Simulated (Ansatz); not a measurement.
# Li2ZnO2: the cost of one run

Program: Ansatz 0.2.0. Level of theory: DFT PBE, scalar-relativistic, plane waves, PAW. These are calculated values, not measurements.

1 further run of the same task is left out (it didn't finish). Runs told in other sessions of the task aren't counted.

## 1. The system as given

Symmetry: P4/mbm, No. 127, tetragonal system. The conventional cell has a = 5.614 Å, b = 5.614 Å, c = 2.924 Å, α = 90.00°, β = 90.00°, γ = 90.00°. Li (site symmetry m2m) is surrounded by 6 O at 2.04 to 2.34 Å and 1 Li at 2.15 Å. Zn (site symmetry 4/m) has 4 O at 2.05 Å in its first shell of neighbours. O (site symmetry m2m) is surrounded by 6 Li at 2.04 to 2.34 Å and 2 Zn at 2.05 Å.

Structure file:

```cif
data_structure
_symmetry_space_group_name_H-M 'P 1'
_symmetry_Int_Tables_number 1
_cell_length_a 5.6136
_cell_length_b 5.6136
_cell_length_c 2.9242
_cell_angle_alpha 90.000
_cell_angle_beta 90.000
_cell_angle_gamma 90.000
_cell_volume 92.15
loop_
_atom_site_label
_atom_site_type_symbol
_atom_site_fract_x
_atom_site_fract_y
_atom_site_fract_z
_atom_site_occupancy
Li1 Li 0.63522 0.13522 0.50000 1
Li2 Li 0.36478 0.86478 0.50000 1
Li3 Li 0.13522 0.36478 0.50000 1
Li4 Li 0.86478 0.63522 0.50000 1
Zn1 Zn 0.50000 0.50000 0.00000 1
Zn2 Zn 0.00000 0.00000 0.00000 1
O1 O 0.18590 0.68590 0.00000 1
O2 O 0.81410 0.31410 0.00000 1
O3 O 0.68590 0.81410 0.00000 1
O4 O 0.31410 0.18590 0.00000 1
```

It is the end of an earlier relaxation with the same method, from a database cell with other species swapped in; it is a trial structure. At a tolerance of 0.02 Å it has space group P4/mbm (No. 127); it has 9.21 Å³/atom, an uncorrected energy of -1.36 eV/atom over the elements.

## 2. Static run: bands, density of states and charges

The input, input.yaml:

```yaml
crystal:
  lattice:
    - [5.6135611017, 0.0, 0.0]
    - [0.0, 5.6135611017, 0.0]
    - [0.0, 0.0, 2.9241557691]
  atoms:
    - { symbol: Li, position: [0.6352197993, 0.1352197993, 0.5] }
    - { symbol: Li, position: [0.3647802007, 0.8647802007, 0.5] }
    - { symbol: Li, position: [0.1352197993, 0.3647802007, 0.5] }
    - { symbol: Li, position: [0.8647802007, 0.6352197993, 0.5] }
    - { symbol: Zn, position: [0.5, 0.5, 0.0] }
    - { symbol: Zn, position: [0.0, 0.0, 0.0] }
    - { symbol: O, position: [0.1858977805, 0.6858977805, 0.0] }
    - { symbol: O, position: [0.8141022195, 0.3141022195, 0.0] }
    - { symbol: O, position: [0.6858977805, 0.8141022195, 0.0] }
    - { symbol: O, position: [0.3141022195, 0.1858977805, 0.0] }
basis:
  ecutwfc: 420
kpoints:
  mp_grid: { grid: [6, 6, 12] }
  band_path:
    path:
      - [[0.0, 0.0, 0.0], [0.0, 0.5, 0.0], [0.5, 0.5, 0.0], [0.0, 0.0, 0.0], [0.0, 0.0, 0.5], [0.0, 0.5, 0.5], [0.5, 0.5, 0.5], [0.0, 0.0, 0.5]]
      - [[0.0, 0.5, 0.0], [0.0, 0.5, 0.5]]
      - [[0.5, 0.5, 0.0], [0.5, 0.5, 0.5]]
    npoints: 14
hamiltonian:
  xc: pbe
scf:
  occupations: { method: gaussian, width: 0.01 }
  n_extra_bands: 25
output:
  forces: true
  stress: true
  eigenvalues: true
  populations: true
  dos: { projected: true, de: 0.02, nscf_kmesh: { grid: [8, 8, 15] } }
  bader: true
```

The run is started by

```console
$ ansatz run input.yaml --threads 1 --pin off --max-ram 2560MiB --backend cpu --events-out ev --progress --plain --runs-dir out
```

**Question.** How long does this run take on 1 thread of Intel Xeon 6975P-C (Granite Rapids), shared host, and how much memory does it need?

About 65 s, with a peak of 0.7 GiB.
